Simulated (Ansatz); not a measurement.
# ZnSi2N2: the cost of one run

Program: Ansatz 0.2.0. Level of theory: DFT PBE, scalar-relativistic, plane waves, PAW. These are calculated values, not measurements.

2 further runs of the same task are left out: 1 that didn't finish, 1 set aside as unsound or not needed.

## 1. Starting point

The structure is tetragonal, space group I4/mmm (No. 139). The conventional cell has a = 3.540 Å, b = 3.540 Å, c = 10.953 Å, α = 90.00°, β = 90.00°, γ = 90.00°. Zn (site symmetry 4/mmm) has 2 N at 1.54 Å as nearest neighbours. Around Si (site symmetry 4mm) lie 5 N at 2.24 to 2.51 Å. Around N (site symmetry 4mm) lie 1 Zn at 1.54 Å.

As a file:

```cif
data_structure
_symmetry_space_group_name_H-M 'I4/mmm'
_symmetry_Int_Tables_number 139
_cell_length_a 3.5403
_cell_length_b 3.5403
_cell_length_c 10.9529
_cell_angle_alpha 90.000
_cell_angle_beta 90.000
_cell_angle_gamma 90.000
_cell_volume 137.28
loop_
_atom_site_label
_atom_site_type_symbol
_atom_site_symmetry_multiplicity
_atom_site_Wyckoff_symbol
_atom_site_fract_x
_atom_site_fract_y
_atom_site_fract_z
_atom_site_occupancy
Zn1 Zn 2 a 0.00000 0.00000 0.00000 1
Si1 Si 4 e 0.50000 0.50000 0.15472 1
N1 N 4 e 0.50000 0.50000 0.35929 1
```

The cell is invented: species swapped into a database cell of Ba2ZnN2 (I4/mmm, No. 139), with Si on the Ba sites. Lengths come from tabulated atomic sizes and are only a guess.

## 2. Probe: one point on a coarse mesh

input.yaml reads:

```yaml
crystal:
  lattice:
    - [-1.77015696, 1.77015696, 5.47644353]
    - [1.77015696, -1.77015696, 5.47644353]
    - [1.77015696, 1.77015696, -5.47644353]
  atoms:
    - { symbol: Zn, position: [0.0, 0.0, 0.0] }
    - { symbol: Si, position: [0.65471745, 0.65471745, 0.0] }
    - { symbol: Si, position: [0.34528255, 0.34528255, 0.0] }
    - { symbol: "N", position: [0.85929483, 0.85929483, 0.0] }
    - { symbol: "N", position: [0.14070517, 0.14070517, 0.0] }
basis:
  ecutwfc: 420
kpoints:
  mp_grid: { grid: [6, 6, 6] }
hamiltonian:
  xc: pbe
scf:
  occupations: { method: gaussian, width: 0.1 }
  lower_state_search: "off"
output:
  forces: true
  stress: true
  eigenvalues: true
```

Command:

```
ansatz run input.yaml --threads 1 --pin off --max-ram 2560MiB --backend cpu --events-out ev --progress --plain --runs-dir out
```

What time and memory should one allow on 1 thread of Intel Xeon at 2.70GHz, shared host?

About 3.4 s, with a peak of 0.37 GiB.
